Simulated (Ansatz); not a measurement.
This script makes a convergence test of the k-point mesh of SiC, space group F-43m with Ansatz 0.2.0 through its Python package.

The script, `sic.py`:
```python
import warnings

import ansatz as az
import numpy as np
import pandas as pd

warnings.simplefilter("ignore", az.DeckWarning)

vectors = np.array([
    [0.0, 2.179, 2.179],
    [2.179, 0.0, 2.179],
    [2.179, 2.179, 0.0],
])
sic = (
    az.Lattice.of(vectors)
    .atom("Si", (0.0, 0.0, 0.0))
    .atom("C", (0.25, 0.25, 0.25))
)

setup = sic.calculation()
setup = setup.functional("r2scan")
setup = setup.pseudopotentials("paw").basis(500)
setup = setup.occupations("fixed")
setup = setup.forces()
setup = setup.stress()

rows = []
for value in [(4, 4, 4), (6, 6, 6), (8, 8, 8), (10, 10, 10), (12, 12, 12)]:
    data = setup.kpoints(*value).run(threads=1, backend="cpu").report
    rows.append((value, data["free_energy_ev"] / len(data["lattice"]["sites"]), data["n_iterations"], sum(data["stress_gpa"][i][i] for i in range(3)) / 3, max(abs(f) for row in data["forces_ev_ang"] for f in row), data["n_kpoints"]))

table = pd.DataFrame(rows, columns=["mesh", "F/atom (eV)", "iterations", "P (GPa)", "max component (eV/A)", "k-points"])
print(table.round(5).to_string(index=False))

for row in rows[:-1]:
    shift = 1000 * (row[1] - rows[-1][1])
    print(f"{row[0]}: {shift:+.2f} meV/atom" + ("  (within 5 meV)" if abs(shift) < 5 else ""))
```

How fast does the energy converge with the mesh (threshold 5 meV an atom)?

From 6×6×6 on it stays within 5 meV an atom of the value at 12×12×12; the first row (4×4×4) is off by 60.4 meV and the last but one by 0.05 meV. The pressure moves from 0.07 to -0.26 GPa.

What the script printed:

Output of `python sic.py`:
```text
        mesh  F/atom (eV)  iterations  P (GPa)  max component (eV/A)  k-points
   (4, 4, 4)   -445.60658           6  0.06563                   0.0         8
   (6, 6, 6)   -445.66212           6 -0.23192                   0.0        16
   (8, 8, 8)   -445.66649           7 -0.25578                   0.0        29
(10, 10, 10)   -445.66695           7 -0.26005                   0.0        47
(12, 12, 12)   -445.66700           7 -0.26063                   0.0        72
(4, 4, 4): +60.42 meV/atom
(6, 6, 6): +4.88 meV/atom  (within 5 meV)
(8, 8, 8): +0.50 meV/atom  (within 5 meV)
(10, 10, 10): +0.05 meV/atom  (within 5 meV)
```

Notes:
- Forces vanish by symmetry here and test nothing.
- Pressure is positive in compression.
- The starting cell is as deposited in a crystallographic database; the results hold for this polymorph, which needn't be the stable one.
- Shifts are counted from the finest mesh, which is itself no proven limit.
- The whole script took 12 s on 1 thread of Intel(R) Xeon(R) Processor @ 2.30GHz, with other jobs on the host, peak memory 0.58 GiB.
